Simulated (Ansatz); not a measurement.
The same calculation of Ca6Al2NF, space group Fm-3m as a Python script and as an input file (Ansatz 0.2.0, Python API).

Script `run_scf.py`:
```python
# -*- coding: utf-8 -*-
from collections import Counter

import ansatz as az
import numpy as np

structure = (
    az.Lattice.of((0.0, 4.927703, 4.927703), (4.927703, 0.0, 4.927703), (4.927703, 4.927703, 0.0))
    .atom("Ca", (0.740704, 0.259296, 0.259296))
    .atom("Ca", (0.740704, 0.259296, 0.740704))
    .atom("Ca", (0.259296, 0.740704, 0.259296))
    .atom("Ca", (0.259296, 0.259296, 0.740704))
    .atom("Ca", (0.740704, 0.740704, 0.259296))
    .atom("Ca", (0.259296, 0.740704, 0.740704))
    .atom("Al", (0.75, 0.75, 0.75))
    .atom("Al", (0.25, 0.25, 0.25))
    .atom("N", (0.5, 0.5, 0.5))
    .atom("F", (0.0, 0.0, 0.0))
)

model = (
    structure.calculation()
    .functional("r2scan")
    .basis(650)
    .kpoints(4, 4, 4)
    .occupations("fermi_dirac")
    .density()
    .stress()
)
outcome = model.run()
data = outcome.report

print("%-22s %14.5f eV" % ("F = E - TS", data["free_energy_ev"]))
print("%-22s %14.5f eV" % ("E", data["internal_energy_ev"]))
print("%-22s %14.5f eV" % ("Harris-Foulkes", data["harris_foulkes_ev"]))
print("%-22s %14.5f eV" % ("Fermi level", data["fermi_energy_ev"]))

print("energy terms (eV)")
for term, value in data["components"].items():
    if abs(value) > 1e-9:
        print(f"  {term:26s} {value:16.5f}")

rho = outcome.density()
total = sum(ch.density_e_per_ang3 for ch in rho.channels[:2]) if len(rho.channels) < 3 else rho.channels[0].density_e_per_ang3
print("grid", rho.dims, "electrons", round(float(total.mean() * rho.cell_volume_ang3), 4))
print(f"density range {total.min():.4f} to {total.max():.4f} e/A^3")
print(np.array2string(total[:: max(rho.dims[0] // 8, 1), :: max(rho.dims[1] // 8, 1), 0], precision=3, suppress_small=True))

print("pressure by term (GPa)")
for term, tensor in data["stress_terms_gpa"].items():
    print(f"  {term:28s} {np.trace(np.array(tensor)) / 3:12.3f}")
print(f"  {'total':28s} {np.trace(np.array(data['stress_gpa'])) / 3:12.3f}")

told = Counter((n["data"]["severity"], n["data"]["kind"]) for n in outcome.notices if n["event"] == "notice")
for (severity, kind), count in sorted(told.items()):
    print(f"{severity:8s} {kind} x{count}")
```

`python run_scf.py` gives:
```text
F = E - TS               -13213.01900 eV
E                        -13212.81782 eV
Harris-Foulkes           -13213.01900 eV
Fermi level                   6.86098 eV
energy terms (eV)
  e_band                           -977.06699
  e_kinetic                        2049.08127
  e_local                         -6074.52100
  e_nonlocal                        516.60346
  e_hartree                        2165.10657
  e_xc                            -1029.74768
  e_vxc                           -1421.22658
  e_paw                           -6460.08543
  e_vpaw                           -462.38699
  e_augmentation_tail                 0.00033
  e_vtau                             85.16990
  e_ewald                         -4377.75016
  e_core_change                      -1.50516
  e_smearing                         -0.20119
grid (60, 60, 60) electrons 78.0
density range 0.0403 to 13.9348 e/A^3
[[13.935  0.644  0.042  0.055  0.066  0.064  0.046  0.084  4.389]
 [ 0.644  0.062  0.059  0.076  0.08   0.07   0.051  0.152  1.126]
 [ 0.042  0.059  0.091  0.113  0.106  0.079  0.046  0.051  0.055]
 [ 0.055  0.076  0.113  0.128  0.096  0.065  0.053  0.064  0.054]
 [ 0.066  0.08   0.106  0.096  0.071  0.068  0.085  0.087  0.069]
 [ 0.064  0.07   0.079  0.065  0.068  0.094  0.12   0.099  0.07 ]
 [ 0.046  0.051  0.046  0.053  0.085  0.12   0.123  0.09   0.057]
 [ 0.084  0.152  0.051  0.064  0.087  0.099  0.09   0.069  0.048]
 [ 4.389  1.126  0.055  0.054  0.069  0.07   0.057  0.048  0.673]]
pressure by term (GPa)
  kinetic                           914.565
  hartree                           483.175
  ewald                            -976.959
  local_pseudopotential            -175.972
  nonlocal_pseudopotential          -67.091
  augmentation                       39.711
  nlcc                              -35.452
  hubbard                             0.000
  exx                                 0.000
  electric_field                      0.000
  mag_constraint                      0.000
  xc                               -182.618
  dispersion                          0.000
  external_charges                    0.000
  augmentation_tail                  -0.001
  scf_correction                     -0.000
  pulay_correction                    0.014
  total                              -0.628
audit    band_cg_iterations x1
audit    preconditioner_resolved x1
```

`input.yaml`:
```yaml
crystal:
  lattice:
    - [0.0, 4.927703, 4.927703]
    - [4.927703, 0.0, 4.927703]
    - [4.927703, 4.927703, 0.0]
  atoms:
    - { symbol: Ca, position: [0.740704, 0.259296, 0.259296] }
    - { symbol: Ca, position: [0.740704, 0.259296, 0.740704] }
    - { symbol: Ca, position: [0.259296, 0.740704, 0.259296] }
    - { symbol: Ca, position: [0.259296, 0.259296, 0.740704] }
    - { symbol: Ca, position: [0.740704, 0.740704, 0.259296] }
    - { symbol: Ca, position: [0.259296, 0.740704, 0.740704] }
    - { symbol: Al, position: [0.75, 0.75, 0.75] }
    - { symbol: Al, position: [0.25, 0.25, 0.25] }
    - { symbol: "N", position: [0.5, 0.5, 0.5] }
    - { symbol: F, position: [0.0, 0.0, 0.0] }
basis:
  ecutwfc: 650.0
kpoints:
  mp_grid: { grid: [4, 4, 4] }
hamiltonian:
  xc: r2scan
scf:
  occupations: { method: fermi_dirac }
output:
  write_density: true
  stress: true
```

The program run on that file:
```console
$ ansatz run input.yaml --threads 1 --pin off --max-ram 3072MiB --backend cpu --events-out ev --progress --plain --runs-dir out
Engine: ansatz 0.2.0, x86_64-unknown-linux-gnu
Pseudopotentials: kind: paw
Pseudopotential: Ca, paw, valence charge 10, recommended cutoff 500 eV (meta_gga), Ca.paw.azcp
Pseudopotential: Al, paw, valence charge 3, recommended cutoff 500 eV (meta_gga), Al.paw.azcp
Pseudopotential: N, paw, valence charge 5, recommended cutoff 500 eV (meta_gga), N.paw.azcp
Pseudopotential: F, paw, valence charge 7, recommended cutoff 500 eV (meta_gga), F.paw.azcp
Functional definition: r2SCAN
  parameter k0 = 0.174
  parameter k1 = 0.065
  parameter a1 = 4.9479
  exchange = r2scan_x(k0 = k0, k1 = k1, a1 = a1)
  correlation = r2scan_c
Crystal: 10 atoms, lattice volume = 239.311 Å³
Basis set: ecut = 650 eV, 9089 PW (Γ), exchange–correlation on 240×240×240 points (64 copies of the dense FFT grid, shifted against one another)
Bands: 49, of which v1, the nominal top of the filled ones, is band 39 counted from 1 (38 counted from 0)
Symmetry: 48 space group operations
Space group: Fm-3m (ITA 225), of the structure as read, at distance tolerance 6.2e-5 Å
k-points: 8 of 64
Non-local potential: Ca, projectors of the file, l = 0: 3, l = 1: 2, l = 2: 2
Non-local potential: Al, projectors of the file, l = 0: 2, l = 1: 2, l = 2: 1
Non-local potential: N, projectors of the file, l = 0: 2, l = 1: 2, l = 2: 1
Non-local potential: F, projectors of the file, l = 0: 2, l = 1: 2, l = 2: 1
PAW form: soft (Blöchl's): semilocal exchange-correlation on the pseudo side does not see the compensation charge
PAW frozen core: Ca, regenerated for the run's functional (the file was generated under x = pbe(κ = 0.804, μ = 0.2195149727645171), c = pbe(β = 0.06672455060314922))
PAW frozen core: Al, regenerated for the run's functional (the file was generated under x = pbe(κ = 0.804, μ = 0.2195149727645171), c = pbe(β = 0.06672455060314922))
PAW frozen core: N, regenerated for the run's functional (the file was generated under x = pbe(κ = 0.804, μ = 0.2195149727645171), c = pbe(β = 0.06672455060314922))
PAW frozen core: F, regenerated for the run's functional (the file was generated under x = pbe(κ = 0.804, μ = 0.2195149727645171), c = pbe(β = 0.06672455060314922))
PAW one-centre angular grid: Ca, 302 points (default); XC on 160 Gauss nodes
PAW one-centre angular grid: Al, 302 points (default); XC on 160 Gauss nodes
PAW one-centre angular grid: N, 302 points (default); XC on 160 Gauss nodes
PAW one-centre angular grid: F, 302 points (default); XC on 160 Gauss nodes
Initial density: superposition of atomic densities (neutral atoms: chi_scale 0, normalization atom), corrected by the library's trained network
Initial wavefunctions: pseudopotential atomic-orbital guess
Functional: x = r2scan, c = r2scan; τ floored in thin density (d = 2e-4 eV/Å³)
SCF iter   1: F=—  HF=-13212.713438 eV  |F-HF|=—  |Δ(HF+E_count)|=         —  Δρ=6.36e-3  dr2=1.18e-1  dr2_τ=1.20e-1  ethr=1.77e-3  ⟨swp⟩=13.1  Hψ=2113  notcnv=0  defer=1
preconditioner: auto → Kerker (q_TF=auto, 2.263 Å⁻¹)  [metal: Δε(μ)=0.143 eV  Ē_g=5.735 eV  σ=0.100 eV  W_gap=0.34  n_scr=58 (ndim 8)  ℏωp=12.2 eV  f_vac=0.000  D(μ)=6.28/eV (n_scr^D=50)]
SCF iter   2: F=—  HF=-13213.029691 eV  |F-HF|=—  |Δ(HF+E_count)|=   3.16e-1  Δρ=3.50e-3  dr2=4.57e-2  dr2_τ=8.48e-4  ethr=1.51e-4  ⟨swp⟩=2.1  Hψ=801  notcnv=0
SCF iter   3: F=—  HF=-13213.020376 eV  |F-HF|=—  |Δ(HF+E_count)|=   9.31e-3  Δρ=1.55e-3  dr2=1.06e-2  dr2_τ=8.76e-4  ethr=5.86e-5  ⟨swp⟩=3.0  Hψ=748  notcnv=0
SCF iter   4: F=—  HF=-13213.019046 eV  |F-HF|=—  |Δ(HF+E_count)|=   1.33e-3  Δρ=7.08e-4  dr2=1.86e-3  dr2_τ=2.37e-4  ethr=1.36e-5  ⟨swp⟩=2.0  Hψ=491  notcnv=0
SCF iter   5: F=—  HF=-13213.018763 eV  |F-HF|=—  |Δ(HF+E_count)|=   2.84e-4  Δρ=2.27e-4  dr2=3.50e-4  dr2_τ=8.34e-6  ethr=2.38e-6  ⟨swp⟩=2.0  Hψ=505  notcnv=0
SCF iter   6: F=—  HF=-13213.018710 eV  |F-HF|=—  |Δ(HF+E_count)|=   5.30e-5  Δρ=1.61e-4  dr2=5.12e-5  dr2_τ=4.28e-6  ethr=4.49e-7  ⟨swp⟩=2.0  Hψ=657  notcnv=0
SCF iter   7: F=—  HF=-13213.019003 eV  |F-HF|=—  |Δ(HF+E_count)|=   2.93e-4  Δρ=5.48e-5  dr2=1.03e-5  dr2_τ=6.16e-7  ethr=6.57e-8  ⟨swp⟩=2.0  Hψ=647  notcnv=0
SCF iter   8: F=—  HF=-13213.019002 eV  |F-HF|=—  |Δ(HF+E_count)|=   9.84e-7  Δρ=8.50e-6  dr2=2.13e-7  dr2_τ=1.69e-8  ethr=1.31e-8  ⟨swp⟩=2.0  Hψ=640  notcnv=0
SCF iter   9: F=-13213.019002 eV  HF=-13213.019002 eV  |F-HF|=5.98e-9  |Δ(HF+E_count)|=   1.53e-7  Δρ=2.31e-6  dr2=1.78e-8  dr2_τ=1.15e-9  ethr=1.28e-10  ⟨swp⟩=4.0  Hψ=1314  notcnv=0
SCF 1 converged in 9 iterations: F = -13213.019002 eV  dr2 = 1.78e-8
  greatest PAW one-centre occupation: 0.995 electrons in one spin orbital (limit 2), on the Ca atom at site 5 (counted from 0), in its partial waves of l = 0
SCF converged after 9 iterations
Free energy (F): -13213.019002 eV
Harris-Foulkes:  -13213.019002 eV  (|F-HF|=5.98e-9)
Internal energy: -13212.817815 eV  (E = F + TS)
E sigma→0 (E₀):  -13212.918409 eV
Entropy (-TS):   -0.201187 eV (-20.119 meV/atom)
Fermi energy:    6.860977 eV
--- Per-component energies (eV) ---
  E_band       = -977.066990
  E_kinetic    = 2049.081266
  E_local      = -6074.521004  (includes V_loc(G=0)·N_el)
  E_nonlocal   = 516.603456
  E_hartree    = 2165.106568
  E_xc         = -1029.747684
  E_vxc        = -1421.226576  (∫ρ·V_xc dr)
  E_paw        = -6460.085425  (= ΣΔE_a)
  E_vpaw       = -462.386991  (= ΣTr[D̂ρ^β])
  E_aug_tail   = 0.000335  (compensation charges beyond the density's cutoff)
  E_vtau       = 85.169896  (kinetic-family band-sum trace: ∫τ·v_τ [+ j·A + Jᵃ·Aᵃ] dr)
  E_ewald      = -4377.750163
  E_core_change = -1.505164  (= ΣΔE_core)
  E_smearing   = -0.201187  (= −TS)
  E_closure    = 0.000000  (closes the sum)
  Σ components = -13213.019002   (vs F -13213.019002, Δ=0.00e0)
--- Stress (GPa, compression-positive) ---
       -0.628469       0.000000       0.000000
        0.000000      -0.628469       0.000000
       -0.000000       0.000000      -0.628469
  P = ⅓ Tr σ = -0.6285 GPa (-6.285 kbar)
```

What to keep in mind:
- Total energies depend on the potentials; only differences at equal settings carry meaning. A total without «per atom» is that of the cell as typed.
- The energy terms are those on the plane-wave grid, with the one-centre PAW part apart; e_band, e_vxc and e_vpaw aren't summands of the total.
- For a metal this k-point mesh is coarse: on a finer one energies can move by several to tens of meV an atom and pressures by half a GPa or more, differences at one mesh by less.
- An absolute Fermi energy rests on an arbitrary zero of the periodic potential and has no direct meaning.
- Pressure is positive in compression.
- The fields are valence quantities on the plane-wave grid; their values near the nuclei depend on the potentials.
- This cell is a computed structure, which may not be the phase found in nature.
- Levels are Kohn-Sham eigenvalues on this mesh.
- Cost: of the order of 22 core-seconds.

(A comment or docstring line of the script was reworded after the run, the code is as it ran; lines on the test bed's own set-up are left out of the output.)
